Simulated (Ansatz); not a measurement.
# CuCH2 (doublet): from Hartree-Fock to the top rungs at distance Cu1–C2 = 2.499 Å, def2-SVP

Aim: climb from Hartree-Fock through coupled cluster and multireference methods for CuCH2 (doublet) at one geometry and basis, and see what each rung misses.

Method: def2-SVP, core rule «outside noble gas», up to 10 orbitals frozen; program: Ansatz 0.2.0, Gaussian basis.

Plan: UHF; CCSD(T) on ROHF; CCSD(T) on UHF; CISD as a restricted active space (open shells left free, so some higher excitations enter); CCSDT(Q) on ROHF; CCSDT(Q) on UHF; CASSCF and MRCISD+Q, 3 electrons in 3 orbitals; CASSCF and NEVPT2, 3 electrons in 3 orbitals; CASSCF and MRCISD+Q, 17 electrons in 12 orbitals; CASSCF and NEVPT2, 17 electrons in 12 orbitals.

1 further run of the same task is left out (for a known fault of the program). Runs told in other sessions of the task aren't counted.

### 1 The system

The geometry derives from a PBE0/def2-TZVP stationary point (not a proven minimum). One bond is set to the value named and the two fragments are kept rigid.

4 atoms, charge 0, spin multiplicity 2.

Atoms are counted from 1 here; the program's logs count them from 0.

Bond lengths: Cu1–C2 2.499 Å, C2–H3 1.088 Å, C2–H4 1.088 Å. Angles: Cu1–C2–H3 122.4°, Cu1–C2–H4 122.4°, H3–C2–H4 115.3°.

### 2 UHF

Contents of in.yaml:

```yaml
crystal:
  periodic: [false, false, false]
  atoms:
    - {symbol: Cu, position_ang: [0.000000, 0.000000, 0.466995]}
    - {symbol: C, position_ang: [0.000000, 0.000000, -2.032005]}
    - {symbol: H, position_ang: [0.000000, 0.918804, -2.614157]}
    - {symbol: H, position_ang: [0.000000, -0.918804, -2.614157]}
basis:
  gaussian: {orbitals: def2-SVP}
magnetization: {spin_polarized: true, initial_magnetization: 1}
hamiltonian: {xc: hf}
output: {orbitals: {seedname: orbitals}}
```

Launch:

```console
$ ansatz run in.yaml --threads 1 --pin off --events-out ev --progress --plain --max-ram 2560MiB --backend cpu
```

Further steps of the session: CCSD(T) on ROHF; CCSD(T) on UHF; CISD as a restricted active space (open shells left free, so some higher excitations enter); CCSDT(Q) on ROHF; CCSDT(Q) on UHF; CASSCF and MRCISD+Q, 3 electrons in 3 orbitals; CASSCF and NEVPT2, 3 electrons in 3 orbitals; CASSCF and MRCISD+Q, 17 electrons in 12 orbitals; CASSCF and NEVPT2, 17 electrons in 12 orbitals.

Before running them: what should the planned runs give, taken together? Wanted: UCCSDT(Q) from the RHF energy; RMP2 from UCCSDT(Q); UMP2 from UCCSDT(Q); RCCSD from UCCSDT(Q); RCCSD(T) from UCCSDT(Q); UCCSD(T) from UCCSDT(Q); RCCSDT(Q) from UCCSDT(Q); NEVPT2 pair from UCCSDT(Q); MRCISD+Q pair from UCCSDT(Q).

**Answer**, as computed:

| quantity | value |
| --- | --- |
| UCCSDT(Q) from the ROHF energy | -11.6114 eV |
| RMP2 from UCCSDT(Q) | +3.68 kcal/mol |
| UMP2 from UCCSDT(Q) | +7.70 kcal/mol |
| RCCSD from UCCSDT(Q) | +9.95 kcal/mol |
| RCCSD(T) from UCCSDT(Q) | -0.61 kcal/mol |
| UCCSD(T) from UCCSDT(Q) | -0.17 kcal/mol |
| RCCSDT(Q) from UCCSDT(Q) | +0.24 kcal/mol |
| NEVPT2 pair from UCCSDT(Q) | -0.55 kcal/mol |
| MRCISD+Q pair from UCCSDT(Q) | +7.96 kcal/mol |
| NEVPT2 valence from UCCSDT(Q) | +26.96 kcal/mol |
| levels within 1 kcal/mol (43 meV) | RCCSD(T), UCCSD(T), RCCSDT, UCCSDT, RCCSDT(Q), NEVPT2 pair |
| T1 diagnostic | 0.039 |
| effectively unpaired electrons | 1.10 |

RCCSD(T) lands -0.61 kcal/mol from the yardstick (0.2 % of the correlation energy). One determinant dominates. Of the multireference levels listed NEVPT2 pair comes nearest in total energy (-0.55 kcal/mol), which doesn't show that its space is the better one. These misses are within one basis, not against nature; the frozen cores of restricted and unrestricted runs differ, which can shift their rows.

With open shells the CI space here admits some higher excitations, so it is larger than plain CISD.
